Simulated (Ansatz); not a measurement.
# C2H4BClF2: one species, many methods

How much do the methods differ for C2H4BClF2? The plan is to run it at one geometry with functionals of several rungs and with coupled cluster, and see how far each lands from CCSD(T) at the basis-set limit for the atomisation energy.

Program: Ansatz 0.2.0, Gaussian basis. Level of theory: functionals in def2-TZVPP, the program's frozen cores in correlated methods. These are calculated values, not measurements.

Plan: LDA (SPW92), PBE-D4, revPBE-D4, BLYP-D4, r2SCAN-D4, B97M-V, PBE0-D4, B3LYP-D4, r2SCANh-D4, r2SCAN0-D4, HSE06-D4, BHLYP-D4, CAM-B3LYP-D4, LC-ωPBE, ωB97X-V, ωB97M-V, B2PLYP, PBE-QIDH; CCSD(T)/def2-SVP; CCSD(T)/def2-TZVPP; MP2/def2-QZVPP; extrapolation to the limit; RPA on PBE.

## (1) Structure used throughout

The geometry comes from an earlier relaxation with PBE0-D4 in a triple-zeta def2 set; it is a stationary point, not always the lowest conformer.

SMILES `CC(Cl)B(F)F`, 10 atoms, charge 0, spin multiplicity 1.

Atoms are counted from 1 here; the program's logs count them from 0.

Bond lengths: C1–C2 1.509 Å, C1–H7 1.090 Å, C1–H8 1.094 Å, C1–H9 1.091 Å, C2–Cl3 1.814 Å, C2–B4 1.573 Å, C2–H10 1.090 Å, B4–F5 1.318 Å, B4–F6 1.317 Å. Angles: C2–C1–H7 111.2°, C2–C1–H8 109.5°, C2–C1–H9 111.0°, H7–C1–H8 108.2°, H7–C1–H9 108.7°, H8–C1–H9 108.2°, C1–C2–Cl3 110.5°, C1–C2–B4 116.5°, C1–C2–H10 111.7°, Cl3–C2–B4 100.7°, Cl3–C2–H10 104.8°, B4–C2–H10 111.5°, C2–B4–F5 121.2°, C2–B4–F6 121.4°, F5–B4–F6 117.4°.

As a file:

```tsv
atom	x (Å)	y (Å)	z (Å)
C1	0.3133	-1.1904	-0.1912
C2	0.4113	0.2462	0.2604
Cl3	1.4989	1.1866	-0.8464
B4	-0.9064	1.1004	0.1718
F5	-1.8306	0.8380	-0.7306
F6	-1.1257	2.1112	0.9876
H7	-0.1283	-1.2610	-1.1857
H8	-0.3210	-1.7486	0.5041
H9	1.2966	-1.6626	-0.2107
H10	0.8748	0.3290	1.2436
```

## (2) LDA

This LDA is Slater exchange with PW92 correlation.

in.yaml reads:

```yaml
crystal:
  periodic: [false, false, false]
  atoms:
    - {symbol: C, position_ang: [0.313340, -1.190394, -0.191209]}
    - {symbol: C, position_ang: [0.411321, 0.246156, 0.260412]}
    - {symbol: Cl, position_ang: [1.498913, 1.186617, -0.846364]}
    - {symbol: B, position_ang: [-0.906411, 1.100398, 0.171776]}
    - {symbol: F, position_ang: [-1.830556, 0.838038, -0.730624]}
    - {symbol: F, position_ang: [-1.125715, 2.111215, 0.987626]}
    - {symbol: H, position_ang: [-0.128348, -1.260980, -1.185730]}
    - {symbol: H, position_ang: [-0.320976, -1.748631, 0.504066]}
    - {symbol: H, position_ang: [1.296613, -1.662579, -0.210699]}
    - {symbol: H, position_ang: [0.874818, 0.328961, 1.243645]}
basis:
  gaussian: {orbitals: def2-TZVPP}
hamiltonian: {xc: lda}
output: {orbitals: {seedname: orbitals}}
```

The runs that follow: PBE-D4 (GGA); revPBE-D4 (GGA); BLYP-D4 (GGA); r2SCAN-D4 (meta-GGA); B97M-V (meta-GGA); PBE0-D4 (hybrid); B3LYP-D4 (hybrid); r2SCANh-D4 (hybrid); r2SCAN0-D4 (hybrid); HSE06-D4 (hybrid); BHLYP-D4 (hybrid); CAM-B3LYP-D4 (range-separated); LC-ωPBE (range-separated); ωB97X-V (range-separated); ωB97M-V (range-separated); B2PLYP (double hybrid); PBE-QIDH (double hybrid); CCSD(T) in def2-SVP; CCSD(T) in def2-TZVPP; MP2 in def2-QZVPP; RPA on PBE orbitals.

**Question.** What will the summary of the whole plan be? Wanted: atomisation energy, CCSD(T)/CBS; farthest beyond LDA; mean size of error, GGA; mean size of error, meta-GGA; mean size of error, hybrid; mean size of error, range-separated; mean size of error, double hybrid; gap, smallest and largest; T1 diagnostic.

The runs gave:

| quantity | value |
| --- | --- |
| atomisation energy, CCSD(T)/CBS | 42.734 eV |
| functionals within 0.214 eV (0.5 %) | revPBE-D4, BLYP-D4, B3LYP-D4, r2SCANh-D4, LC-ωPBE, ωB97X-V, PBE-QIDH |
| farthest beyond LDA | BHLYP-D4 (-1.315 eV) |
| mean size of error, GGA | 0.420 eV |
| mean size of error, meta-GGA | 0.315 eV |
| mean size of error, hybrid | 0.422 eV |
| mean size of error, range-separated | 0.190 eV |
| mean size of error, double hybrid | 0.199 eV |
| gap, smallest and largest | 5.27 eV (LDA (SPW92)), 13.10 eV (LC-ωPBE) |
| T1 diagnostic | 0.0115 |
| triples share of the correlation energy | 3.5 % |

**Reading.** LDA overbinds by 6.636 eV (16 %). PBE-D4 is off by +1.202 eV. Double hybrids carry the basis error of their MP2 part in triple zeta, and no dispersion term here, so their miss is partly the set-up's. The rungs range-separated, double hybrid miss on average by less than the doubt on the reference (0.214 eV), so they tie. The reference freezes the cores and leaves out relativity and excitations past (T), so misses under about 0.214 eV can't be ranked. Hartree-Fock recovers 76 % of the binding; the rest is correlation. CCSD(T) in def2-SVP is off by -1.692 eV, which most functionals beat. The gap grows from 5.3 to 13.1 eV across the functionals, mostly with the share of exact exchange.
